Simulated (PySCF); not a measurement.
# [Ho(H2O)2]3+: other functionals and bases at one geometry

The task here is to estimate one member of a computed series from the others.

Method: several levels, as the steps say, no spin–orbit coupling; program: PySCF 2.14.0.

2 further runs of the same task are left out: 2 for a known fault of the program.

**The starting structure**

7 atoms, charge 3, spin multiplicity 1.

Bond lengths: Ho1–O2 2.193 Å, Ho1–O5 2.198 Å, O2–H3 0.994 Å, O2–H4 0.995 Å, O5–H6 0.995 Å, O5–H7 0.995 Å. Angles: O2–Ho1–O5 107.8°, Ho1–O2–H3 128.8°, Ho1–O2–H4 128.4°, H3–O2–H4 102.8°, Ho1–O5–H6 128.8°, Ho1–O5–H7 128.5°, H6–O5–H7 102.7°.

Geometry (Å):

```
atom    x (Å)    y (Å)    z (Å)
 Ho1  -0.8711  -0.7204  -0.0238
  O2   0.1168   0.0493   1.7762
  H3   0.8884   0.6723   1.8452
  H4  -0.0999  -0.1396   2.7291
  O5   0.1779   0.1031  -1.7709
  H6   0.9520  -0.2756  -2.2684
  H7  -0.0315   0.9272  -2.2874
```

Formal oxidation states: Ho +3. Each metal's 10 4f electrons lie in its core potential, so multiplicities, spins and levels count the valence alone. An earlier session relaxed this geometry at PBE0, Ho lcecp-1-SVP with ECP56, O def2-SVP, H def2-SVP (singlet, point group C1).

At PBE0 on the finer grid: E = -189.024912 Eh, HOMO -26.81 eV, LUMO -18.75 eV, Mulliken charge on Ho1 +2.21 e, largest force component 0.007 eV/Å. 

Levels to run: BLYP; r2SCAN; M06-L; CAM-B3LYP; PBE0, TZVP. Hardware: 2 threads of Arm Neoverse V2, shared host.

The first run:

run.py (the lines that set the calculation)

```python
mol = gto.M(atom='''
Ho    -0.87115    -0.72040    -0.02384
O      0.11679     0.04929     1.77621
H      0.88841     0.67225     1.84521
H     -0.09990    -0.13955     2.72909
O      0.17789     0.10305    -1.77086
H      0.95198    -0.27555    -2.26841
H     -0.03148     0.92718    -2.28740''',
    basis={'Ho': 'lcecp-1-SVP', 'O': 'def2-SVP', 'H': 'def2-SVP'},
    ecp={'Ho': 'lcecp-1-SVP'},
    charge=3, spin=0)
mf = dft.RKS(mol, xc='BLYP')
mf.grids.atom_grid = (75, 302)  # f atoms: unpruned, at least (60, 302)
mf = mf.density_fit()  # fitting sets: Ho AutoAux, O def2-universal-JKFIT, H def2-universal-JKFIT
mf.conv_tol = 1e-08; mf.max_cycle = 55
mf.kernel(dm0)  # dm0: the density of the relaxed state
```

Command:

```sh
> OMP_NUM_THREADS=2 python run.py
```

Steps of the session up to this table: BLYP; r2SCAN; M06-L; CAM-B3LYP; PBE0, TZVP.

One of the session's tables, all rows but one given; the rest of the session is left out.

| level | HOMO (eV) | gap (eV) | charge on Ho1 (e) | dipole (D) | largest force component (eV/Å) |
| --- | --- | --- | --- | --- | --- |
| PBE0 (relaxed here) | -26.81 | 8.06 | 2.21 | 3.38 | 0.01 |
| BLYP | -24.94 | 5.17 | 2.09 | 3.71 | 0.56 |
| r2SCAN | ? | ? | ? | ? | ? |
| M06-L | -25.34 | 6.24 | 2.26 | 3.29 | 0.23 |
| CAM-B3LYP | -28.29 | 10.45 | 2.20 | 3.33 | 0.12 |
| PBE0, TZVP | -26.78 | 8.11 | 2.38 | 3.42 | 0.28 |

**Question.** Estimate the row for r2SCAN.

The run gave: HOMO (eV): -25.40; gap (eV): 6.27; charge on Ho1 (e): 2.20; dipole (D): 3.44; largest force component (eV/Å): 0.12. In the column «HOMO (eV)» it lies between PBE0, TZVP (-26.78) and M06-L (-25.34).

The dipole of a charged species depends on the origin, so these sizes hold for this origin alone.

In one basis the HOMO–LUMO gap runs from 5.17 eV (BLYP) to 10.45 eV (CAM-B3LYP). The largest leftover force, 0.56 eV/Å with BLYP, stands at a geometry relaxed at another level. With 4f in the core, its levels are missing from HOMO and gap, and its count is fixed, so no charge can pass from the ligands into it. Total energies of different levels can't be compared.
